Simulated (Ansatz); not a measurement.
# Ge: the cost of one run

Method: DFT PBEsol, scalar-relativistic, in Ansatz 0.2.0.

## 1. Starting point

It takes space group P6_3/mmc (No. 194, hexagonal). The conventional cell has a = 3.998 Å, b = 3.998 Å, c = 6.599 Å, α = 90.00°, β = 90.00°, γ = 120.00°. Ge (site symmetry 3m) is surrounded by 4 Ge at 2.45 to 2.47 Å.

Coordinates:

```xyz
4
Lattice="3.9976 0.0000 0.0000 -1.9988 3.4620 0.0000 0.0000 0.0000 6.5994" Properties=species:S:1:pos:R:3 pbc="T T T"
Ge    1.9988    1.1540    0.4151
Ge    0.0000    2.3080    3.7148
Ge    1.9988    1.1540    2.8846
Ge    0.0000    2.3080    6.1843
```

Atoms are numbered in the order of the input: Ge1, Ge2, Ge3, Ge4.

## 2. After the deformation

Space group P6_3/mmc before, P6_3/mmc after.

## 3. All-electron LAPW

File input.yaml:

```yaml
crystal:
  lattice:
    - [3.9975858431, 0.0, 0.0]
    - [-1.9987929216, 3.462010894, 0.0]
    - [0.0, 0.0, 6.5333841705]
  atoms:
    - { symbol: Ge, position: [0.6666666667, 0.3333333333, 0.06290125] }
    - { symbol: Ge, position: [0.3333333333, 0.6666666667, 0.56290125] }
    - { symbol: Ge, position: [0.6666666667, 0.3333333333, 0.43709875] }
    - { symbol: Ge, position: [0.3333333333, 0.6666666667, 0.93709875] }
kpoints:
  mp_grid: { grid: [11, 11, 6] }
  band_path:
    path:
      - [0.0, 0.0, 0.0]
      - [0.5, 0.0, 0.0]
      - [0.3333333333, 0.3333333333, 0.0]
      - [0.0, 0.0, 0.0]
      - [0.0, 0.0, 0.5]
      - [0.5, 0.0, 0.5]
      - [0.3333333333, 0.3333333333, 0.5]
      - [0.0, 0.0, 0.5]
      - [0.5, 0.0, 0.5]
    npoints: 5
scf:
  occupations: { method: fermi_dirac, width: 0.05 }
hamiltonian:
  xc: pbesol
  pseudopotentials: { kind: all_electron, lapw: { basis_error: 0.001 } }
output:
  forces: true
  stress: true
  eigenvalues: true
```

Started as:

```
$ ansatz run input.yaml --threads 1 --pin off --max-ram 6144MiB --backend cpu --events-out ev --progress --plain --runs-dir out
```

**Question.** How long does this run take on 1 thread of Intel Xeon Platinum 8375C at 2.90GHz (Ice Lake), shared host, and how much memory does it need?

About 73 s, with a peak of 0.7 GiB.
